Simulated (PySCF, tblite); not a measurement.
# C6H10N2OSi: geometry, infrared bands and NMR shifts

Aim: predict the infrared bands and NMR shifts of C6H10N2OSi (`CN[SiH2]Oc1ccccn1`).

Programs: tblite 0.8.0 and PySCF 2.14.0, with density-fitted response routines of our own. Each step states its level of theory. These are calculated values for one molecule in the gas phase, unless marked as measured. Atoms are numbered from 0 throughout.

**1. The molecule as given**

20 atoms, charge 0, multiplicity 1; geometry from: force field or distance geometry start.

Bonds of the start (Å): C0–N1 1.45, N1–Si2 1.79, Si2–O3 1.73, O3–C4 1.40, C4–C5 1.39, C5–C6 1.40, C6–C7 1.38, C7–C8 1.37, C8–N9 1.37, N9–C4 1.34, C0–H10 1.12, C0–H11 1.09, C0–H12 1.11, N1–H13 1.05, Si2–H14 1.47, Si2–H15 1.46, C5–H16 1.07, C6–H17 1.09, C7–H18 1.06, C8–H19 1.08.

**2. Geometry optimisation with GFN2-xTB**

The job: settings as JSON, then the geometry in Å.

```
{"job": {"kind": "relax", "xc": "GFN2-xTB", "basis": "xTB"}, "charge": 0, "multiplicity": 1}
C     -3.822200    -0.154900    -0.765900
N     -3.159100    -0.279300     0.514400
Si    -1.600000     0.584600     0.363800
O     -0.416700    -0.558500    -0.176600
C      0.937300    -0.230600    -0.088500
C      1.826200    -1.202400    -0.538500
C      3.181700    -0.875300    -0.472900
C      3.641900     0.338200     0.007600
C      2.701500     1.249000     0.424600
N      1.365100     0.957300     0.372100
H     -4.931300    -0.278700    -0.683100
H     -3.357200    -0.849500    -1.467000
H     -3.628400     0.879100    -1.114200
H     -2.938600    -1.294700     0.656400
H     -1.131900     1.126600     1.643400
H     -1.794500     1.643000    -0.625000
H      1.486000    -2.151500    -0.904700
H      3.884700    -1.633700    -0.809000
H      4.680500     0.547200     0.044700
H      3.069900     2.194600     0.795700
```

The run is started by

```sh
> OMP_NUM_THREADS=1 python probes_run.py task.json out
```

One launch serves the whole session: the jobs run in the order shown.

**Question.** This job is followed by: GFN2-xTB harmonic vibrations, gas phase; GIAO PBE0/pcSseg-1 NMR shielding, non-relativistic, gas phase. Predict these results of the whole session: strongest single infrared mode (GFN2-xTB); zero-point energy (GFN2-xTB); 13C shifts against TMS (PBE0/pcSseg-1); 1H shifts against TMS (PBE0/pcSseg-1, means over atoms taken as alike); 15N shifts against NH3 (PBE0/pcSseg-1); 29Si shifts against TMS (PBE0/pcSseg-1); 17O shifts against H2O (PBE0/pcSseg-1).

As calculated:

| quantity | value |
| --- | --- |
| strongest single infrared mode (GFN2-xTB) | 2215 cm⁻¹, 364 km/mol |
| zero-point energy (GFN2-xTB) | 94.4 kcal/mol |
| 13C shifts against TMS (PBE0/pcSseg-1) | 168.7, 153.8, 145.4, 120.7, 116.6, 28.6 ppm |
| 1H shifts against TMS (PBE0/pcSseg-1, means over atoms taken as alike) | 8.42, 7.91, 6.99, 6.92, 5.44, 2.80, 0.17 ppm |
| 15N shifts against NH3 (PBE0/pcSseg-1) | 309.7, 14.2 ppm |
| 29Si shifts against TMS (PBE0/pcSseg-1) | -31.0 ppm |
| 17O shifts against H2O (PBE0/pcSseg-1) | 141.5 ppm |

In words: Relaxing lowered the energy by 1.055 eV in 199 steps; the close pair that moved most is Si2–O3, from 1.732 to 1.651 Å. All 54 modes are real, so the xTB geometry is a minimum. The strongest single mode, at 2215 cm⁻¹, moves mainly H14. Unscaled tight-binding wavenumbers are off by several per cent, some by more. Its intensities can rank the bands wrongly. At PBE0/pcSseg-1: Shielding is most anisotropic at N9 (span 511 ppm, paramagnetic term -380 ppm). NICS(1)zz of -26 ppm above the planar ring from C4 marks a diatropic (aromatic) ring current.
